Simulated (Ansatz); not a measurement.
This script makes a convergence test of the plane-wave cutoff of SrC2, space group I4/mmm with Ansatz 0.2.0, Python API.

Script `src2_ecut.py`:
```python
# -*- coding: utf-8 -*-
import warnings

import ansatz as az
import pandas as pd

warnings.simplefilter("ignore", az.DeckWarning)

cell = (
    az.Lattice.of((-2.05715, 2.05715, 3.383), (2.05715, -2.05715, 3.383), (2.05715, 2.05715, -3.383))
    .atom("Sr", (0.0, 0.0, 0.0))
    .atom("C", (0.412, 0.412, 0.0))
    .atom("C", (0.588, 0.588, 0.0))
)

calc = (
    cell.calculation()
    .functional("r2scan")
    .kpoints(6, 6, 6)
    .occupations(az.OccupationsMethod.FIXED)
    .stress()
)

rows = []
for value in [250, 350, 450, 550, 650]:
    summary = calc.basis(value).run(threads=1).report
    rows.append((value, summary["free_energy_ev"] / len(summary["lattice"]["sites"]), summary["n_iterations"], sum(summary["stress_gpa"][i][i] for i in range(3)) / 3, summary["n_pw"]))

table = pd.DataFrame(rows, columns=["cutoff (eV)", "F/atom (eV)", "iterations", "P (GPa)", "plane waves"])
print(table.round(5).to_string(index=False))

for row in rows[:-1]:
    shift = 1000 * (row[1] - rows[-1][1])
    print(f"{row[0]}: {shift:+.2f} meV/atom" + ("  (within 5 meV)" if abs(shift) < 5 else ""))
```

How fast does the energy converge with the cutoff (threshold 5 meV an atom)?

From 450 eV on it stays within 5 meV an atom of the value at 650 eV; the first row (250 eV) is off by 331.1 meV and the last but one by 1.03 meV. The energy falls steadily, as expected when plane waves are added. The pressure moves from 5.72 to 5.96 GPa (the program's stress holds a Pulay correction, so it settles early).

What the script printed:

```console
$ python src2_ecut.py
 cutoff (eV)  F/atom (eV)  iterations  P (GPa)  plane waves
         250  -1352.56899           6  5.71733          517
         350  -1352.87689           6  6.04390          847
         450  -1352.89796           6  5.96532         1251
         550  -1352.89909           6  5.95987         1661
         650  -1352.90012           6  5.95505         2119
250: +331.12 meV/atom
350: +23.23 meV/atom
450: +2.15 meV/atom  (within 5 meV)
550: +1.03 meV/atom  (within 5 meV)
```

Caveats:
- Pressure is positive in compression.
- The starting cell is as deposited in a crystallographic database; the results hold for this polymorph, which needn't be the stable one.
- Shifts are counted from the last row, which is itself no proven limit.
- The script silences the warnings on its input, which a real study should read.
- Finished in 18 s on 1 thread of Intel(R) Xeon(R) Processor @ 2.30GHz, with other jobs on the host, peak memory 0.85 GiB.
